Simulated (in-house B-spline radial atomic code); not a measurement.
**Si: a fraction of an electron removed from 2p**

How does the PBE energy of Si change when part of an electron is removed from 2p?

Program: in-house B-spline radial atomic code version 1. Level of theory: non-relativistic PBE, spin-polarised, spherical fractional occupations, point nucleus, basis-set limit. These are calculated values, not measurements, unless marked.

### 1 The system

```
element       : silicon (Z = 14)
charge        : 0
electrons     : 14
configuration : [Ne] 3s2 3p2
Hamiltonian   : non-relativistic
nucleus       : point
```

Outer shells as boxes (Hund's rule):

[Ne] 3s2 3p2
```
[Ne] core
3s [↑↓]
3p [↑ ][↑ ][  ]
```

Where spins are not typed, each open shell is filled with up spins first.

### 2 The start, at fraction 0

Input settings:

```ini
Z = 14
electrons = 14.0
configuration = [Ne] 3s2 3p2
hamiltonian = nr
method = pbe,pbe
spin_polarised = True
```

The program writes no log. Results of the run, from its result record (rounded, main fields):

```text
{
  "status": "converged",
  "scf [iteration, energy, orbital gradient]": [
    [1, -288.378833812, 0.214],
    [2, -288.935830206, 0.0894],
    [3, -289.215883343, 0.0206],
    [4, -289.231172329, 0.00682],
    [5, -289.231739402, 0.00204],
    [6, -289.232000031, 0.000408],
    [7, -289.23200279, 9.16e-05],
    [8, -289.232003202, 7.28e-06],
    [9, -289.232003204, 3.82e-07],
    [10, -289.232003204, 8.7e-09]
  ],
  "energy [hartree]": {"total": -289.232003204, "kinetic": 288.805060112, "nuclear": -689.430423978, "coulomb": 132.026999345, "xc": -20.6336386832},
  "orbitals [hartree, bohr; first row names the columns]": [
    ["name", "occ", "eps", "<r>", "<r^2>", "<1/r>", "r_max", "density_at_nucleus", "spin_orbit_zeta"],
    ["1s up", 1.0, -65.449669, 0.11165, 0.016775, 13.57, 0.072978, 822.42, "-"],
    ["1s down", 1.0, -65.444405, 0.11164, 0.016772, 13.571, 0.072975, 822.51, "-"],
    ["2s up", 1.0, -5.0954522, 0.56988, 0.38819, 2.5674, 0.45605, 57.745, "-"],
    ["2s down", 1.0, -5.0895915, 0.56988, 0.38807, 2.5666, 0.45621, 57.694, "-"],
    ["2p up", 3.0, -3.5068738, 0.53818, 0.36568, 2.4569, 0.38832, "-", 0.015422],
    ["2p down", 3.0, -3.4991082, 0.53811, 0.36534, 2.4563, 0.38858, "-", 0.015409],
    ["3s up", 1.0, -0.41640169, 2.1684, 5.4636, 0.62328, 1.8032, 4.4889, "-"],
    ["3s down", 1.0, -0.35462347, 2.1682, 5.5015, 0.62949, 1.7764, 4.665, "-"],
    ["3p up", 2.0, -0.17015128, 2.7449, 9.0154, 0.48894, 2.1555, "-", 0.00075736]
  ],
  "sum_r [bohr^k]": {"-1": 49.24503, "1": 14.4184, "2": 31.99866},
  "density_at_nucleus [bohr^-3]": 1769.519,
  "spin_density_at_nucleus [bohr^-3]": -0.211819,
  "mass_velocity [hartree]": -2.673742,
  "darwin [hartree]": 2.07221
}
```

It took 0.09 s on 1 thread, shared host.

### 3 0.09 electron removed from 2p

Input settings:

```ini
Z = 14
electrons = 13.91
configuration = [He] 2s2 2p5.91 3s2 3p2
hamiltonian = nr
method = pbe,pbe
spin_polarised = True
```

From the record:

```text
{
  "status": "converged",
  "scf [iteration, energy, orbital gradient]": [
    [1, -288.000993999, 0.215],
    [2, -288.608421848, 0.093],
    [3, -288.896179355, 0.022],
    [4, -288.912323178, 0.00764],
    [5, -288.912949909, 0.0021],
    [6, -288.913224818, 0.000379],
    [7, -288.91322673, 8.5e-05],
    [8, -288.913227075, 6.55e-06],
    [9, -288.913227076, 3.69e-07],
    [10, -288.913227076, 7.72e-09]
  ],
  "energy [hartree]": {"total": -288.913227076, "kinetic": 288.489273906, "nuclear": -687.769299737, "coulomb": 130.912508277, "xc": -20.5457095216},
  "orbitals [hartree, bohr; first row names the columns]": [
    ["name", "occ", "eps", "<r>"],
    ["1s up", 1.0, -65.573698, 0.11165],
    ["1s down", 1.0, -65.563204, 0.11164],
    ["2s up", 1.0, -5.1884727, 0.56838],
    ["2s down", 1.0, -5.1728499, 0.56863],
    ["2p up", 3.0, -3.6035966, 0.53577],
    ["2p down", 2.91, -3.5850301, 0.53612],
    ["3s up", 1.0, -0.45078035, 2.1381],
    ["3s down", 1.0, -0.38648541, 2.1411],
    ["3p up", 2.0, -0.19880839, 2.6709]
  ],
  "sum_r [bohr^k]": {"-1": 49.12638, "1": 14.14869, "2": 30.61933},
  "energy_minus_base [hartree]": 0.318776128
}
```

Run time: 0.09 s. Hardware: 1 thread, shared host.

energy_minus_base is the energy less that of the reference run.

### 4 0.21 electron removed from 2p

Input settings:

```ini
Z = 14
electrons = 13.79
configuration = [He] 2s2 2p5.79 3s2 3p2
hamiltonian = nr
method = pbe,pbe
spin_polarised = True
```

From the record:

```text
{
  "status": "converged",
  "scf [iteration, energy, orbital gradient]": [
    [1, -287.488364825, 0.217],
    [2, -288.161992384, 0.0973],
    [3, -288.457800519, 0.0235],
    [4, -288.475047701, 0.00853],
    [5, -288.475754834, 0.00216],
    [6, -288.476048625, 0.000337],
    [7, -288.476049886, 7.79e-05],
    [8, -288.476050153, 5.64e-06],
    [9, -288.476050154, 3.4e-07],
    [10, -288.476050154, 6.11e-09]
  ],
  "energy [hartree]": {"total": -288.476050154, "kinetic": 288.056205558, "nuclear": -685.513516841, "coulomb": 129.408819658, "xc": -20.4275585297},
  "orbitals [hartree, bohr; first row names the columns]": [
    ["name", "occ", "eps", "<r>"],
    ["1s up", 1.0, -65.742041, 0.11165],
    ["1s down", 1.0, -65.724436, 0.11163],
    ["2s up", 1.0, -5.3146587, 0.5664],
    ["2s down", 1.0, -5.2857478, 0.56697],
    ["2p up", 3.0, -3.7349409, 0.53261],
    ["2p down", 2.79, -3.7016312, 0.5335],
    ["3s up", 1.0, -0.49818637, 2.0994],
    ["3s down", 1.0, -0.43056198, 2.1061],
    ["3p up", 2.0, -0.23879305, 2.5812]
  ],
  "sum_r [bohr^k]": {"-1": 48.96525, "1": 13.81086, "2": 28.97675},
  "energy_minus_base [hartree]": 0.75595305
}
```

Wall time 0.09 s (1 thread, shared host).

### 5 0.29 electron removed from 2p

Input settings:

```ini
Z = 14
electrons = 13.71
configuration = [He] 2s2 2p5.71 3s2 3p2
hamiltonian = nr
method = pbe,pbe
spin_polarised = True
```

From the record:

```text
{
  "status": "converged",
  "scf [iteration, energy, orbital gradient]": [
    [1, -287.140433634, 0.218],
    [2, -287.857718802, 0.1],
    [3, -288.157732054, 0.0242],
    [4, -288.175697379, 0.00899],
    [5, -288.17645951, 0.00227],
    [6, -288.176766008, 0.000309],
    [7, -288.176767003, 7.32e-05],
    [8, -288.176767225, 5.08e-06],
    [9, -288.176767225, 3.16e-07],
    [10, -288.176767225, 5.08e-09]
  ],
  "energy [hartree]": {"total": -288.176767225, "kinetic": 287.759737486, "nuclear": -683.984298625, "coulomb": 128.396069766, "xc": -20.3482758519},
  "orbitals [hartree, bohr; first row names the columns]": [
    ["name", "occ", "eps", "<r>"],
    ["1s up", 1.0, -65.856108, 0.11165],
    ["1s down", 1.0, -65.833674, 0.11162],
    ["2s up", 1.0, -5.4001033, 0.56508],
    ["2s down", 1.0, -5.3621546, 0.56587],
    ["2p up", 3.0, -3.8239657, 0.53054],
    ["2p down", 2.71, -3.7806033, 0.53177],
    ["3s up", 1.0, -0.53074392, 2.0747],
    ["3s down", 1.0, -0.46091125, 2.0836],
    ["3p up", 2.0, -0.26653655, 2.5263]
  ],
  "sum_r [bohr^k]": {"-1": 48.85602, "1": 13.59773, "2": 27.98629},
  "energy_minus_base [hartree]": 1.05523598
}
```

Run time: 0.09 s. Hardware: 1 thread, shared host.

### 6 0.39 electron removed from 2p

Input settings:

```ini
Z = 14
electrons = 13.61
configuration = [He] 2s2 2p5.61 3s2 3p2
hamiltonian = nr
method = pbe,pbe
spin_polarised = True
```

From the record:

```text
{
  "status": "converged",
  "scf [iteration, energy, orbital gradient]": [
    [1, -286.697557629, 0.219],
    [2, -287.469404871, 0.103],
    [3, -287.773702641, 0.0248],
    [4, -287.792558853, 0.00943],
    [5, -287.793392871, 0.00254],
    [6, -287.793715598, 0.000274],
    [7, -287.793716363, 6.71e-05],
    [8, -287.793716538, 4.46e-06],
    [9, -287.793716539, 2.83e-07],
    [10, -287.793716539, 4.97e-09]
  ],
  "energy [hartree]": {"total": -287.793716539, "kinetic": 287.380289192, "nuclear": -682.044881266, "coulomb": 127.119536723, "xc": -20.2486611882},
  "orbitals [hartree, bohr; first row names the columns]": [
    ["name", "occ", "eps", "<r>"],
    ["1s up", 1.0, -66.000712, 0.11165],
    ["1s down", 1.0, -65.972138, 0.11161],
    ["2s up", 1.0, -5.508344, 0.56345],
    ["2s down", 1.0, -5.458889, 0.5645],
    ["2p up", 3.0, -3.9368417, 0.52797],
    ["2p down", 2.61, -3.8806533, 0.52964],
    ["3s up", 1.0, -0.57247197, 2.0448],
    ["3s down", 1.0, -0.49988633, 2.0563],
    ["3p up", 2.0, -0.30239852, 2.4624]
  ],
  "sum_r [bohr^k]": {"-1": 48.71749, "1": 13.3433, "2": 26.84762},
  "energy_minus_base [hartree]": 1.43828666
}
```

It took 0.09 s on 1 thread, shared host.

### 7 0.5 electron removed from 2p

Input settings:

```ini
Z = 14
electrons = 13.5
configuration = [He] 2s2 2p5.5 3s2 3p2
hamiltonian = nr
method = pbe,pbe
spin_polarised = True
```

From the record:

```text
{
  "status": "converged",
  "scf [iteration, energy, orbital gradient]": [
    [1, -286.19902316, 0.221],
    [2, -287.031518006, 0.106],
    [3, -287.339616215, 0.0252],
    [4, -287.359455832, 0.00974],
    [5, -287.360374711, 0.00282],
    [6, -287.360715797, 0.000237],
    [7, -287.360716391, 6.03e-05],
    [8, -287.360716525, 3.86e-06],
    [9, -287.360716526, 2.48e-07],
    [10, -287.360716526, 5e-09]
  ],
  "energy [hartree]": {"total": -287.360716526, "kinetic": 286.951357877, "nuclear": -679.876411754, "coulomb": 125.702845665, "xc": -20.1385083132},
  "orbitals [hartree, bohr; first row names the columns]": [
    ["name", "occ", "eps", "<r>"],
    ["1s up", 1.0, -66.162319, 0.11165],
    ["1s down", 1.0, -66.126854, 0.1116],
    ["2s up", 1.0, -5.6291958, 0.56166],
    ["2s down", 1.0, -5.5668052, 0.563],
    ["2p up", 3.0, -4.0629983, 0.5252],
    ["2p down", 2.5, -3.9923563, 0.52732],
    ["3s up", 1.0, -0.61965158, 2.0132],
    ["3s down", 1.0, -0.54404129, 2.0273],
    ["3p up", 2.0, -0.34332061, 2.3974]
  ],
  "sum_r [bohr^k]": {"-1": 48.5626, "1": 13.07715, "2": 25.70497},
  "energy_minus_base [hartree]": 1.87128668
}
```

Wall time 0.09 s (1 thread, shared host).

### 8 0.57 electron removed from 2p

Input settings:

```ini
Z = 14
electrons = 13.43
configuration = [He] 2s2 2p5.43 3s2 3p2
hamiltonian = nr
method = pbe,pbe
spin_polarised = True
```

From the record:

```text
{
  "status": "converged",
  "scf [iteration, energy, orbital gradient]": [
    [1, -285.874981782, 0.222],
    [2, -286.746765618, 0.108],
    [3, -287.056933839, 0.0252],
    [4, -287.077406598, 0.00985],
    [5, -287.07838349, 0.003],
    [6, -287.078736529, 0.000216],
    [7, -287.078737043, 5.6e-05],
    [8, -287.078737155, 3.53e-06],
    [9, -287.078737156, 2.28e-07],
    [10, -287.078737156, 4.97e-09]
  ],
  "energy [hartree]": {"total": -287.078737156, "kinetic": 286.672024801, "nuclear": -678.477648845, "coulomb": 124.795023307, "xc": -20.0681364192},
  "orbitals [hartree, bohr; first row names the columns]": [
    ["name", "occ", "eps", "<r>"],
    ["1s up", 1.0, -66.266522, 0.11165],
    ["1s down", 1.0, -66.226596, 0.11159],
    ["2s up", 1.0, -5.7070503, 0.56052],
    ["2s down", 1.0, -5.6362702, 0.56206],
    ["2p up", 3.0, -4.1443415, 0.52345],
    ["2p down", 2.43, -4.0643076, 0.52586],
    ["3s up", 1.0, -0.65035168, 1.9939],
    ["3s down", 1.0, -0.57281577, 2.0095],
    ["3p up", 2.0, -0.37014527, 2.3586]
  ],
  "sum_r [bohr^k]": {"-1": 48.46269, "1": 12.91453, "2": 25.03013},
  "energy_minus_base [hartree]": 2.15326605
}
```

It took 0.09 s on 1 thread, shared host.

### 9 0.66 electron removed from 2p

Input settings:

```ini
Z = 14
electrons = 13.34
configuration = [He] 2s2 2p5.34 3s2 3p2
hamiltonian = nr
method = pbe,pbe
spin_polarised = True
```

From the record:

```text
{
  "status": "converged",
  "scf [iteration, energy, orbital gradient]": [
    [1, -285.449872438, 0.223],
    [2, -286.373438754, 0.111],
    [3, -286.686023234, 0.0252],
    [4, -286.707325112, 0.00993],
    [5, -286.708382173, 0.00321],
    [6, -286.708750882, 0.00019],
    [7, -286.708751315, 5.08e-05],
    [8, -286.708751404, 3.15e-06],
    [9, -286.708751404, 2.03e-07],
    [10, -286.708751404, 4.81e-09]
  ],
  "energy [hartree]": {"total": -286.708751404, "kinetic": 286.305505934, "nuclear": -676.658042081, "coulomb": 123.621171663, "xc": -19.9773869205},
  "orbitals [hartree, bohr; first row names the columns]": [
    ["name", "occ", "eps", "<r>"],
    ["1s up", 1.0, -66.402029, 0.11165],
    ["1s down", 1.0, -66.356279, 0.11158],
    ["2s up", 1.0, -5.8082076, 0.55907],
    ["2s down", 1.0, -5.726454, 0.56084],
    ["2p up", 3.0, -4.2501138, 0.52123],
    ["2p down", 2.34, -4.1577754, 0.524],
    ["3s up", 1.0, -0.69057612, 1.9697],
    ["3s down", 1.0, -0.61056065, 1.9871],
    ["3p up", 2.0, -0.40550882, 2.3113]
  ],
  "sum_r [bohr^k]": {"-1": 48.33272, "1": 12.71248, "2": 24.21529},
  "energy_minus_base [hartree]": 2.5232518
}
```

It took 0.09 s on 1 thread, shared host.

### 10 0.83 electron removed from 2p

Input settings:

```ini
Z = 14
electrons = 13.17
configuration = [He] 2s2 2p5.17 3s2 3p2
hamiltonian = nr
method = pbe,pbe
spin_polarised = True
```

From the record:

```text
{
  "status": "converged",
  "scf [iteration, energy, orbital gradient]": [
    [1, -284.618565161, 0.225],
    [2, -285.645362001, 0.115],
    [3, -285.962175351, 0.0266],
    [4, -285.985105638, 0.00991],
    [5, -285.986334146, 0.0036],
    [6, -285.98673319, 0.000147],
    [7, -285.986733511, 4.16e-05],
    [8, -285.986733568, 2.56e-06],
    [9, -285.986733568, 1.65e-07],
    [10, -285.986733568, 4.17e-09]
  ],
  "energy [hartree]": {"total": -285.986733568, "kinetic": 285.590231808, "nuclear": -673.157013368, "coulomb": 121.38534093, "xc": -19.8052929382},
  "orbitals [hartree, bohr; first row names the columns]": [
    ["name", "occ", "eps", "<r>"],
    ["1s up", 1.0, -66.662613, 0.11165],
    ["1s down", 1.0, -66.605575, 0.11156],
    ["2s up", 1.0, -6.0024458, 0.55634],
    ["2s down", 1.0, -5.8993635, 0.55857],
    ["2p up", 3.0, -4.4534691, 0.5171],
    ["2p down", 2.17, -4.3371564, 0.52055],
    ["3s up", 1.0, -0.76879845, 1.9262],
    ["3s down", 1.0, -0.68407832, 1.9467],
    ["3p up", 2.0, -0.47492258, 2.2292]
  ],
  "sum_r [bohr^k]": {"-1": 48.08264, "1": 12.35021, "2": 22.81714},
  "energy_minus_base [hartree]": 3.24526964
}
```

Wall time 0.09 s (1 thread, shared host).

### 11 0.88 electron removed from 2p

Input settings:

```ini
Z = 14
electrons = 13.120000000000001
configuration = [He] 2s2 2p5.12 3s2 3p2
hamiltonian = nr
method = pbe,pbe
spin_polarised = True
```

From the record:

```text
{
  "status": "converged",
  "scf [iteration, energy, orbital gradient]": [
    [1, -284.366421336, 0.226],
    [2, -285.425349862, 0.116],
    [3, -285.743418531, 0.0274],
    [4, -285.766847929, 0.00987],
    [5, -285.76813257, 0.00371],
    [6, -285.768540696, 0.000138],
    [7, -285.768540992, 3.91e-05],
    [8, -285.768541041, 2.44e-06],
    [9, -285.768541042, 1.55e-07],
    [10, -285.768541042, 4.01e-09]
  ],
  "energy [hartree]": {"total": -285.768541042, "kinetic": 285.37407064, "nuclear": -672.111601196, "coulomb": 120.723533286, "xc": -19.7545437712},
  "orbitals [hartree, bohr; first row names the columns]": [
    ["name", "occ", "eps", "<r>"],
    ["1s up", 1.0, -66.740389, 0.11165],
    ["1s down", 1.0, -66.679958, 0.11156],
    ["2s up", 1.0, -6.0603435, 0.55554],
    ["2s down", 1.0, -5.9508316, 0.5579],
    ["2p up", 3.0, -4.5141482, 0.5159],
    ["2p down", 2.12, -4.3905949, 0.51955],
    ["3s up", 1.0, -0.79234874, 1.9139],
    ["3s down", 1.0, -0.7062376, 1.9352],
    ["3p up", 2.0, -0.49597471, 2.2066]
  ],
  "sum_r [bohr^k]": {"-1": 48.00797, "1": 12.24806, "2": 22.43684},
  "energy_minus_base [hartree]": 3.46346216
}
```

Run time: 0.08 s. Hardware: 1 thread, shared host.

### 12 1 electron removed from 2p

Input settings:

```ini
Z = 14
electrons = 13.0
configuration = [He] 2s2 2p5 3s2 3p2
hamiltonian = nr
method = pbe,pbe
spin_polarised = True
```

From the record:

```text
{
  "status": "converged",
  "scf [iteration, energy, orbital gradient]": [
    [1, -283.745826462, 0.228],
    [2, -284.8861266, 0.119],
    [3, -285.207382483, 0.0292],
    [4, -285.23205673, 0.00977],
    [5, -285.23348825, 0.00396],
    [6, -285.23391845, 0.000134],
    [7, -285.233918691, 3.36e-05],
    [8, -285.233918728, 2.17e-06],
    [9, -285.233918728, 1.32e-07]
  ],
  "energy [hartree]": {"total": -285.233918728, "kinetic": 284.844409136, "nuclear": -669.573917429, "coulomb": 119.128159332, "xc": -19.6325697674},
  "orbitals [hartree, bohr; first row names the columns]": [
    ["name", "occ", "eps", "<r>"],
    ["1s up", 1.0, -66.929121, 0.11165],
    ["1s down", 1.0, -66.860407, 0.11155],
    ["2s up", 1.0, -6.2006896, 0.55364],
    ["2s down", 1.0, -6.0754421, 0.55632],
    ["2p up", 3.0, -4.6613561, 0.51306],
    ["2p down", 2.0, -4.5200585, 0.51716],
    ["3s up", 1.0, -0.84985138, 1.8853],
    ["3s down", 1.0, -0.76038439, 1.9085],
    ["3p up", 2.0, -0.54765274, 2.1549]
  ],
  "sum_r [bohr^k]": {"-1": 47.82671, "1": 12.01025, "2": 21.57444},
  "energy_minus_base [hartree]": 3.99808448
}
```

It took 0.08 s on 1 thread, shared host.

### 13 Energy against the fraction

| fraction | energy change (eV) | less the straight line (eV) | level 2p down (eV) | sum of <r²> (bohr²) |
| --- | --- | --- | --- | --- |
| 0 | 0.0000 | 0.0000 | -95.216 | 31.999 |
| 0.09 | 8.6743 | -1.1171 | -97.554 | 30.619 |
| 0.21 | 20.5705 | -2.2761 | -100.73 | 28.977 |
| 0.29 | 28.7144 | -2.8357 | -102.88 | 27.986 |
| 0.39 | 39.1378 | -3.2917 | -105.60 | 26.848 |
| 0.5 | 50.9203 | -3.4764 | -108.64 | 25.705 |
| 0.57 | 58.5934 | -3.4189 | -110.60 | 25.030 |
| 0.66 | 68.6612 | -3.1425 | -113.14 | 24.215 |
| 0.83 | 88.3083 | -1.9903 | -118.02 | 22.817 |
| 0.88 | 94.2456 | -1.4926 | -119.47 | 22.437 |
| 1 | 108.7934 | 0.0000 | -123.00 | 21.574 |

What this shows: From fraction 0 to 1 the energy changes by 108.793 eV. It sags under the straight line by up to 3.48 eV (at 0.5). Slater's transition state, the slope from the orbital energy at fraction 0.5 (Janak's theorem), gives 108.638 eV for the whole step.
